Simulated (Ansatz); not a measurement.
# CH7FSiSn: a ladder of functionals and wavefunction methods

How much do the methods differ for CH7FSiSn? The plan is to run it at one geometry with functionals of several rungs and with coupled cluster. The yardstick is the atomisation energy at the CCSD(T) limit.

Program: Ansatz 0.2.0, Gaussian basis. Level of theory: functionals in def2-TZVPP, the program's frozen cores in correlated methods. These are calculated values, not measurements.

The runs, in order: PBE-D4, r2SCAN-D4, PBE0-D4, B3LYP-D4, ωB97X-V, ωB97M-V, B2PLYP; CCSD(T)/def2-TZVPP; MP2/def2-QZVPP; extrapolation to the limit.

### 1 The geometry

All runs share one geometry, relaxed beforehand with PBE0-D4 in a triple-zeta def2 set. Sn takes the def2 core potential; no spin-orbit term is included.

11 atoms, charge 0, spin multiplicity 1.

Atoms are counted from 1 here; the program's logs count them from 0.

Bond lengths: C1–Si2 1.871 Å, C1–H5 1.092 Å, C1–H6 1.092 Å, C1–H7 1.092 Å, Si2–Sn3 2.567 Å, Si2–H8 1.487 Å, Si2–H9 1.489 Å, Sn3–F4 1.940 Å, Sn3–H10 1.711 Å, Sn3–H11 1.709 Å. Angles: Si2–C1–H5 110.2°, Si2–C1–H6 110.6°, Si2–C1–H7 110.9°, H5–C1–H6 108.6°, H5–C1–H7 108.2°, H6–C1–H7 108.4°, C1–Si2–Sn3 109.3°, C1–Si2–H8 111.5°, C1–Si2–H9 111.8°, Sn3–Si2–H8 107.8°, Sn3–Si2–H9 108.3°, H8–Si2–H9 108.1°, Si2–Sn3–F4 102.5°, Si2–Sn3–H10 116.7°, Si2–Sn3–H11 118.1°, F4–Sn3–H10 103.2°, F4–Sn3–H11 103.8°, H10–Sn3–H11 110.1°.

As a file:

```
C    -0.9505    1.4797    0.2171
Si   -0.1593   -0.0233    1.0022
Sn    1.1112   -1.3474   -0.7923
F    -0.1275   -1.3284   -2.2857
H    -1.5951    1.1778   -0.6108
H    -1.5542    2.0219    0.9486
H    -0.1908    2.1596   -0.1735
H    -1.1787   -0.9281    1.5976
H     0.8036    0.3557    2.0731
H     2.5151   -0.6142   -1.4385
H     1.3917   -3.0103   -0.5174
```

### 2 PBE-D4 (GGA)

File in.yaml:

```yaml
crystal:
  periodic: [false, false, false]
  atoms:
    - {symbol: C, position_ang: [-0.950527, 1.479687, 0.217122]}
    - {symbol: Si, position_ang: [-0.159302, -0.023296, 1.002216]}
    - {symbol: Sn, position_ang: [1.111221, -1.347401, -0.792268]}
    - {symbol: F, position_ang: [-0.127514, -1.328435, -2.285714]}
    - {symbol: H, position_ang: [-1.595115, 1.177803, -0.610832]}
    - {symbol: H, position_ang: [-1.554156, 2.021939, 0.948561]}
    - {symbol: H, position_ang: [-0.190788, 2.159591, -0.173539]}
    - {symbol: H, position_ang: [-1.178741, -0.928117, 1.597599]}
    - {symbol: H, position_ang: [0.803621, 0.355700, 2.073111]}
    - {symbol: H, position_ang: [2.515117, -0.614224, -1.438451]}
    - {symbol: H, position_ang: [1.391683, -3.010345, -0.517405]}
basis:
  gaussian: {orbitals: def2-TZVPP}
hamiltonian: {xc: pbe, dispersion: d4}
output: {forces: true, orbitals: {seedname: orbitals}}
```

On the command line:

```
$ ansatz run in.yaml --threads 4 --pin off --events-out ev --progress --plain --max-ram 10444MiB
```

The runs that follow: r2SCAN-D4 (meta-GGA); PBE0-D4 (hybrid); B3LYP-D4 (hybrid); ωB97X-V (range-separated); ωB97M-V (range-separated); B2PLYP (double hybrid); CCSD(T) in def2-TZVPP; MP2 in def2-QZVPP.

Before running them: what should the planned runs give, taken together? Wanted: atomisation energy, CCSD(T)/CBS; farthest; mean size of error, hybrid; mean size of error, range-separated; gap, smallest and largest; T1 diagnostic; triples share of the correlation energy.

As calculated:

| quantity | value |
| --- | --- |
| atomisation energy, CCSD(T)/CBS | 827.2 kcal/mol |
| functionals within 8.3 kcal/mol (1.0 %) | PBE-D4, r2SCAN-D4, B3LYP-D4, ωB97X-V, ωB97M-V |
| farthest | B2PLYP (-17.5 kcal/mol) |
| mean size of error, hybrid | 10.3 kcal/mol |
| mean size of error, range-separated | 3.4 kcal/mol |
| gap, smallest and largest | 5.05 eV (PBE-D4), 11.05 eV (ωB97X-V) |
| T1 diagnostic | 0.0131 |
| triples share of the correlation energy | 3.0 % |

In words: PBE-D4 misses by -4.8 kcal/mol. Double hybrids carry the basis error of their MP2 part in triple zeta, and no dispersion term here, so their miss is partly the set-up's. The reference freezes the cores and leaves out spin-orbit coupling and excitations past (T), and its outer-core shells are covered unevenly, so misses under about 8.3 kcal/mol can't be ranked. All levels share the lack of spin-orbit coupling, which lowers the free heavy atoms and so the true binding. Hartree-Fock recovers 74 % of the binding; the rest is correlation. The gap grows from 5.0 to 11.0 eV across the functionals, mostly with the share of exact exchange. Correlated methods include outer-core shells of Sn, which these sets cover unevenly.
